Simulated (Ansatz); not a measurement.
# UHF/3-21G run of CHClGeNO (SMILES O=C=[N][GeH][Cl])

Aim: the vertical ionisation energy of CHClGeNO at UHF/3-21G, from 2 runs. 

Program for the calculation: Ansatz 0.2.0.

123 further runs of the same task are left out: 123 set aside as unsound or not needed.

### Step 1. The molecule

CHClGeNO has 6 atoms, charge 0, and is taken as a doublet. SMILES: `O=C=[N][GeH][Cl]`. The shape is that of a PBE0-D4/def2-TZVP optimisation. This is one conformer, not always the lowest.

Bond lengths: O1–C2 1.162 Å, C2–N3 1.206 Å, N3–Ge4 1.830 Å, Ge4–Cl5 2.157 Å, Ge4–H6 1.549 Å. Angles: O1–C2–N3 176.3°, C2–N3–Ge4 138.6°, N3–Ge4–Cl5 107.6°, N3–Ge4–H6 105.4°, Cl5–Ge4–H6 108.2°.

### Step 2. The energy at UHF/3-21G

File molecule.yaml:

```yaml
crystal:
  periodic: [false, false, false]
  atoms:
    - {symbol: O, position_ang: [0.024100, -1.617100, -2.245100]}
    - {symbol: C, position_ang: [-0.242900, -1.020000, -1.284700]}
    - {symbol: N, position_ang: [-0.575200, -0.454300, -0.273000]}
    - {symbol: Ge, position_ang: [-0.153300, 1.067300, 0.651100]}
    - {symbol: Cl, position_ang: [1.946900, 0.976200, 1.132800]}
    - {symbol: H, position_ang: [-0.957700, 0.983900, 1.972700]}
basis:
  gaussian:
    orbitals: 3-21G-spherical.json
magnetization:
  spin_polarized: true
  initial_magnetization: 1
hamiltonian:
  xc: hf
accuracy: high
output: {orbitals: {seedname: orbitals}}
```

The basis set 3-21G is read from a file made from the Basis Set Exchange's data (not shown).

Launch:

```sh
$ ansatz run molecule.yaml --threads 1 --pin off --max-ram 3480MiB --events-out events.jsonl --progress --plain --runs-dir runs
```

The log of the run:

```text
Warning: RAYON_NUM_THREADS=1 ignored (pool sized by the plan → 1); use --threads N
Functional definition: HF
  name "HF"
  exchange = exact_x
  correlation = 0
1284 factors; integrals over basis functions are off by at most 8.9e-9 eV
mean field evaluation 1: about -73182.2066 eV, gradient 2.4e1 eV
mean field evaluation 2: about -73182.5297 eV, gradient 2.5e1 eV
mean field evaluation 4: about -73185.3069 eV, gradient 2.4e0 eV
mean field evaluation 8: about -73185.3745 eV, gradient 1.9e-1 eV
mean field evaluation 16: about -73185.3756 eV, gradient 2.1e-8 eV
mean field -73185.37562202 eV, -2689.5129472799 hartree, gradient 7.3e-8 eV, S^2 0.755063; 0 other end points of the search recorded, 0 dependent functions left out
reference -73185.37562202 eV, -2689.5129472799 hartree; 36, 35 occupied and 28, 29 virtual orbitals, 1284 factors
Total energy: -73185.37562202 eV, -2689.5129472799 hartree
```

Wall time 2.2 s (1 thread of Arm Neoverse V1, shared host); peak memory 0.22 GiB.

### Step 3. The singlet cation

File run.yaml:

```yaml
crystal:
  periodic: [false, false, false]
  atoms:
    - {symbol: O, position_ang: [0.024100, -1.617100, -2.245100]}
    - {symbol: C, position_ang: [-0.242900, -1.020000, -1.284700]}
    - {symbol: "N", position_ang: [-0.575200, -0.454300, -0.273000]}
    - {symbol: Ge, position_ang: [-0.153300, 1.067300, 0.651100]}
    - {symbol: Cl, position_ang: [1.946900, 0.976200, 1.132800]}
    - {symbol: H, position_ang: [-0.957700, 0.983900, 1.972700]}
basis:
  gaussian:
    orbitals: 3-21G-spherical.json
total_charge: 1
hamiltonian:
  xc: hf
accuracy: high
output: {orbitals: {seedname: orbitals}}
```

The basis set 3-21G is read from a file made from the Basis Set Exchange's data (not shown).

Launch:

```sh
$ ansatz run run.yaml --threads 1 --pin off --max-ram 3480MiB --events-out events.jsonl --progress --plain --runs-dir runs
```

The log of the run:

```text
Warning: RAYON_NUM_THREADS=1 ignored (pool sized by the plan → 1); use --threads N
[... 4 set-up lines as earlier in the session ...]
1284 factors; integrals over basis functions are off by at most 8.9e-9 eV
mean field evaluation 1: about -73170.3229 eV, gradient 4.8e1 eV
mean field evaluation 2: about -73170.6447 eV, gradient 4.8e1 eV
mean field evaluation 4: about -73176.0608 eV, gradient 5.0e0 eV
mean field evaluation 8: about -73176.1586 eV, gradient 5.6e-1 eV
mean field evaluation 16: about -73176.1610 eV, gradient 1.6e-6 eV
mean field -73176.16096976 eV, -2689.1743150555 hartree, gradient 3.5e-8 eV, S^2 0.000000; 0 other end points of the search recorded, 0 dependent functions left out
reference -73176.16096976 eV, -2689.1743150555 hartree; 35, 35 occupied and 29, 29 virtual orbitals, 1284 factors
Total energy: -73176.16096976 eV, -2689.1743150555 hartree
```

Wall time 1.4 s (1 thread of Arm Neoverse V1, shared host); peak memory 0.16 GiB.

### Step 4. Outcome

Level: UHF/3-21G.

| quantity | value |
| --- | --- |
| doublet CHClGeNO: total energy | -2689.51295 Eh |
| doublet CHClGeNO: HOMO energy (highest over α and β) | -9.88 eV |
| doublet CHClGeNO: LUMO energy (lowest over α and β) | -0.50 eV |
| doublet CHClGeNO: ⟨S²⟩ | 0.755 |
| singlet cation: total energy | -2689.17432 Eh |
| singlet cation: HOMO energy | -17.72 eV |
| singlet cation: LUMO energy | -8.40 eV |
| singlet cation: HOMO–LUMO gap | 9.32 eV |
| vertical ionisation energy (to the singlet cation) | 9.215 eV |

What this shows: The vertical ionisation energy comes to 9.21 eV (889 kJ/mol). Only the singlet of the ionised species was computed; a triplet could lie lower.
